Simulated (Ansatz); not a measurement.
# CH2Ge: the cost of one run

Computed with Ansatz 0.2.0, Gaussian basis. Level: def2-QZVPP, all electrons in the functionals.

To be run: PBE, BLYP, r2SCAN, B97M-V, PBE0, B3LYP, at charge 0, triplet; charge 0, singlet; charge 0, quintet; charge 1, doublet; charge 1, quartet.

10 further runs of the same task are left out: 10 set aside as unsound or not needed.

## (1) The system

The geometry is a PBE0/def2-TZVP stationary point (not a proven minimum). No spin-orbit coupling is included. The filled d shell of Ge may be among the frozen orbitals whatever the setting's name suggests; the logs give the count.

4 atoms, charge 0, spin multiplicity 3.

Atoms are counted from 1 here; the program's logs count them from 0.

Bond lengths: Ge1–C2 1.957 Å, C2–H3 1.091 Å, C2–H4 1.091 Å. Angles: Ge1–C2–H3 123.6°, Ge1–C2–H4 123.6°, H3–C2–H4 112.9°.

No dispersion term is added; B97M-V holds VV10 nonlocal correlation. B3LYP takes the VWN-RPA correlation.

The geometry shown and the zero of energy belong to the point charge 0, triplet. The yardstick, RCCSD(T), and other wave-function levels (R restricted, U unrestricted, valence and pair active spaces) come from earlier runs.

## (2) PBE, charge 0, triplet

in.yaml

```yaml
crystal:
  periodic: [false, false, false]
  atoms:
    - {symbol: Ge, position_ang: [0.000000, 0.000000, 0.330803]}
    - {symbol: C, position_ang: [0.000000, 0.000000, -1.626483]}
    - {symbol: H, position_ang: [0.000000, 0.908852, -2.229454]}
    - {symbol: H, position_ang: [0.000000, -0.908852, -2.229454]}
basis:
  gaussian: {orbitals: "def2-QZVPP.json"}
magnetization: {spin_polarized: true, initial_magnetization: 2}
hamiltonian: {xc: {name: PBE}}
output: {orbitals: {seedname: orbitals}}
```

Command:

```console
$ ansatz run in.yaml --threads 1 --pin off --events-out ev --progress --plain --max-ram 2393MiB
```

What time and memory should one allow on 1 thread of Arm Neoverse N1, shared host?

About 44 s, with a peak of 0.4 GiB.
